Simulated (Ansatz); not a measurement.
CoP:

```
CELL_PARAMETERS angstrom
2.73911 0.00000 0.00000
0.00000 2.73911 0.00000
0.00000 0.00000 2.96042
ATOMIC_POSITIONS crystal
Co 0.00000 0.00000 0.00000
P 0.50000 0.50000 0.50000
```

The cell was built by a generator and needn't be a form met in nature.

| Item | Value |
| --- | --- |
| Program | Ansatz 0.2.0 |
| Task | relaxation of cell and atoms |
| Functional | HSE03 |
| Potentials or basis | Ansatz PAW |
| Cutoff | 420 eV (not typed: the program's choice for these potentials) |
| k mesh | 5 × 5 × 5 |
| Occupations | fermi-dirac, width 0.05 eV |
| Spin | collinear spin, ferromagnetic start |
| Starting moments | [2.0, 0.0] μB |

At the start: volume 11.11 Å³/atom.

**Question.** How do energy, volume and symmetry change on relaxing?

**Answer.** It ends after 9 steps and the volume is 10.77 Å³/atom (-3.0 %); space group P4/mmm (No. 123, to 0.05 Å); moment 0.64 μB per cell.

Step by step:
```
step  energy change (eV)  largest force (eV/Å)  volume (Å³)
   1              0.0000                0.0000        22.21
   2             -0.0078                0.0000        21.97
   3             -0.0185                0.0000        21.70
   4             -0.0197                0.0000        21.46
   5             -0.0208                0.0000        21.55
   6             -0.0208                0.0000        21.53
   7             -0.0194                0.0000        21.53
   8             -0.0194                0.0000        21.54
   9             -0.0194                0.0000        21.54
```

Final structure:
```
CELL_PARAMETERS angstrom
2.67442 0.00000 0.00000
0.00000 2.67442 0.00000
0.00000 0.00000 3.01104
ATOMIC_POSITIONS crystal
Co 0.00000 0.00000 0.00000
P 0.50000 0.50000 0.50000
```

Caveat: the k mesh is coarse (spacing up to 0.46 Å⁻¹), so the values aren't converged, least of all with exact exchange; the magnetic or orbital state may not be the lowest; the plane-wave basis is chosen anew once the cell has moved, so the energies of steps on either side of that aren't comparable; a cell with one magnetic atom can't hold antiferromagnetic order, which such compounds often take; the PAW data sets come from PBE, with cores solved anew for the run's functional, which leaves a small shift of forces and pressure.
